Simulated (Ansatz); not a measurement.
Relaxation of a periodic cell of 13 atoms, LiSc12 (host Sc, host structure hcp, interstitial Li), to a largest force component of 0.08 eV/Å in at most 25 steps.

The calculation used DFT PBE, scalar-relativistic, plane waves, PAW in Ansatz. Settings: accuracy low, cutoff 420 eV, k mesh 3x2x3, fermi-dirac smearing 0.05 eV, no spin polarisation.

```xyz
13
Lattice="6.6200 0.0000 0.0000 -4.9650 8.5996 0.0000 0.0000 0.0000 5.2761" Properties=species:S:1:pos:R:3
Sc 0.000 0.000 0.000
Sc 0.000 1.911 2.638
Sc -1.655 2.867 0.000
Sc -1.655 4.778 2.638
Sc -3.310 5.733 0.000
Sc -3.310 7.644 2.638
Sc 3.310 0.000 0.000
Sc 3.310 1.911 2.638
Sc 1.655 2.867 0.000
Sc 1.655 4.778 2.638
Sc 0.000 5.733 0.000
Sc 0.000 7.644 2.638
Li 1.719 0.985 1.276
```

**Question.** Where does it end, and by what steps?

**Answer.** It converged. The threshold is loose, so the end isn't yet a minimum. Limits of this set-up: coarse k mesh, a small cell, in which the defect meets its images, a typed lattice constant that wasn't relaxed here, low accuracy level. After 3 steps the energy has fallen by 1.487 eV; Sc7 moved furthest, 0.33 Å.

| step | energy less start (eV) | largest force component (eV/Å) | accepted |
| --- | --- | --- | --- |
| 0 | 0.0000 | 1.855 | yes |
| 1 | -1.2849 | 0.602 | yes |
| 2 | -1.4715 | 0.158 | yes |
| 3 | -1.4869 | 0.068 | yes |

```xyz
13
Lattice="6.6200 0.0000 0.0000 -4.9650 8.5996 0.0000 0.0000 0.0000 5.2761" Properties=species:S:1:pos:R:3
Sc -0.136 -0.146 -0.179
Sc -0.117 2.062 2.828
Sc -1.670 2.796 0.228
Sc -1.663 4.776 2.716
Sc -3.300 5.752 0.047
Sc -3.316 7.395 2.668
Sc 3.460 -0.213 -0.206
Sc 3.443 2.047 2.874
Sc 1.635 3.185 -0.054
Sc 1.650 4.771 2.580
Sc 0.008 5.733 -0.065
Sc -0.008 7.692 2.436
Li 1.732 1.000 1.233
```

Whether the end is a true minimum wasn't checked by a vibrational analysis.

Run time: 44 s on 2 threads of Arm Neoverse V1 (shared host), peak memory 0.67 GiB.
